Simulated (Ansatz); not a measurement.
# 2 structures of LuC2: ranking of polymorphs by energy from a Python script

Aim: a ranking of polymorphs by energy, for 2 structures of LuC2, run from a script.

All numbers are computed with the Python package of Ansatz 0.2.0. Level of theory: DFT LDA, plane waves, PAW.

### Step 1. The system

LuC2 Immm: It takes space group Immm (No. 71, orthorhombic). Conventional cell: a = 3.556 Å, b = 4.674 Å, c = 4.863 Å, α = 90.00°, β = 90.00°, γ = 90.00°. Around Lu (site symmetry mmm) lie 8 C at 2.45 to 2.52 Å. C (site symmetry m2m) is surrounded by 1 C at 1.31 Å.

LuC2 I4/mmm: Symmetry: I4/mmm, No. 139, tetragonal system. Conventional cell: a = 3.566 Å, b = 3.566 Å, c = 6.058 Å, α = 90.00°, β = 90.00°, γ = 90.00°. Around Lu (site symmetry 4/mmm) lie 10 C at 2.38 to 2.60 Å. C (site symmetry 4mm) is surrounded by 1 C at 1.31 Å.

No structure file is read: the coordinates are typed or built in the script.

### Step 2. The script

The input, luc2.py:

```python
# -*- coding: utf-8 -*-
"""Polymorphs of LuC2, at the given cells."""

import csv
import warnings

import ansatz as az
import numpy as np
import spglib

PHASES = {
    "Immm": (
        [[-1.778046, 2.336754, 2.431506], [1.778046, -2.336754, 2.431506], [1.778046, 2.336754, -2.431506]],
        [
            ("Lu", [0.0, 0.0, 0.0]),
            ("C", [0.640215, 0.5, 0.140215]),
            ("C", [0.359785, 0.5, 0.859785]),
        ],
    ),
    "I4/mmm": (
        [[-1.782956, 1.782956, 3.02895], [1.782956, -1.782956, 3.02895], [1.782956, 1.782956, -3.02895]],
        [
            ("Lu", [0.0, 0.0, 0.0]),
            ("C", [0.607937, 0.607937, 0.0]),
            ("C", [0.392063, 0.392063, 0.0]),
        ],
    ),
}


def build(vectors, sites):
    crystal = az.Crystal(lattice=az.Lattice.of(vectors))
    for symbol, position in sites:
        crystal = crystal.atom(symbol, position)
    return crystal


def solve(name, crystal):
    calc = (
        crystal.calculation()
        .functional("lda")
        .basis(460)
        .kpoints(spacing=0.33)
        .occupations("gaussian", width=0.1)
        .stress()
        .band_table()
    )
    return calc.run(threads=1)


def space_group(outcome):
    sites = outcome.report["lattice"]["sites"]
    kinds = sorted({site["symbol"] for site in sites})
    cell = (outcome.lattice.cell_ang, [site["position_frac"] for site in sites], [kinds.index(site["symbol"]) for site in sites])
    return spglib.get_spacegroup(cell, symprec=0.01)


def pressure_gpa(outcome):
    return float(np.trace(outcome.report["stress_gpa"]) / 3)


def volume_per_atom(outcome):
    return abs(np.linalg.det(outcome.lattice.cell_ang)) / len(outcome.lattice.sites)

warnings.simplefilter("ignore", az.DeckWarning)

phases = {name: build(*cell) for name, cell in PHASES.items()}

done = {name: solve(name, crystal) for name, crystal in phases.items()}

energy = {name: o.report["energy_sigma0_ev"] / len(o.lattice.sites) for name, o in done.items()}
lowest = min(energy.values())
rows = [(name, len(o.lattice.sites), 1000 * (energy[name] - lowest), space_group(o), pressure_gpa(o), volume_per_atom(o)) for name, o in done.items()]
rows.sort(key=lambda row: row[2])
with open("polymorphs.csv", "w", newline="") as handle:
    writer = csv.writer(handle)
    writer.writerow(["phase", "atoms", "dE (meV/atom)", "space group", "P (GPa)", "V (A^3/atom)"])
    writer.writerows([round(v, 4) if isinstance(v, float) else v for v in row] for row in rows)
print(open("polymorphs.csv").read())
```

### Step 3. The input behind the calls

The package turns the script's settings into the engine's input (first run):

```yaml
crystal:
  lattice:
    - [-1.778046, 2.336754, 2.431506]
    - [1.778046, -2.336754, 2.431506]
    - [1.778046, 2.336754, -2.431506]
  atoms:
    - { symbol: Lu, position: [0.0, 0.0, 0.0] }
    - { symbol: C, position: [0.640215, 0.5, 0.140215] }
    - { symbol: C, position: [0.359785, 0.5, 0.859785] }
basis:
  ecutwfc: 460.0
kpoints:
  mp_grid:
    kspacing: 0.33
hamiltonian:
  xc: lda
scf:
  occupations:
    method: gaussian
    width: 0.1
output:
  stress: true
  eigenvalues: true
```

### Step 4. Launch

Started as:

```sh
python luc2.py
```

What it wrote:

```text
phase,atoms,dE (meV/atom),space group,P (GPa),V (A^3/atom)
I4/mmm,3,0.0,I4/mmm (139),-9.5326,12.8384
Immm,3,87.5627,Immm (71),-8.6638,13.4701
```

It took 7.3 s on 1 thread of Arm Neoverse V2, shared host; peak memory 0.41 GiB.

### Step 5. Inputs of later runs

The engine's inputs for the other runs:

Run 2, against run 1:

```diff
@@ -3,3 +3,3 @@
-    - [-1.778046, 2.336754, 2.431506]
-    - [1.778046, -2.336754, 2.431506]
-    - [1.778046, 2.336754, -2.431506]
+    - [-1.782956, 1.782956, 3.02895]
+    - [1.782956, -1.782956, 3.02895]
+    - [1.782956, 1.782956, -3.02895]
@@ -8,2 +8,2 @@
-    - { symbol: C, position: [0.640215, 0.5, 0.140215] }
-    - { symbol: C, position: [0.359785, 0.5, 0.859785] }
+    - { symbol: C, position: [0.607937, 0.607937, 0.0] }
+    - { symbol: C, position: [0.392063, 0.392063, 0.0] }
```

Lines on the test bed's own set-up are left out of the output.

A comment line of the script is reworded here; the code is as run.

### Step 6. What each run gave

One row for each of the 2 runs:

```
run  space group  energy from run 2 (meV/atom)  pressure (GPa)  SCF cycles  CPU time (s)
  1         Immm                         87.56           -8.66           7           3.4
  2       I4/mmm                          0.00           -9.53           8           3.1
```

Energies are extrapolated to zero smearing width, as in the script. 

### Step 7. Summary of results

```
        quantity           value
   runs compared               2
          lowest  run 2 (I4/mmm)
next above it by   87.6 meV/atom
```

What this shows: By space group at the end of each run: I4/mmm (+0 meV an atom, 12.8 Å³) and Immm (+88 meV an atom, 13.5 Å³). Notes:
- Pressure is positive in compression.
- The ranking holds among these structures alone, at zero temperature; the ground state may be another structure. Differences under about 40 meV an atom lie within the error of mesh and functional. Whether this is the phase that is stable at ambient conditions was not tested.
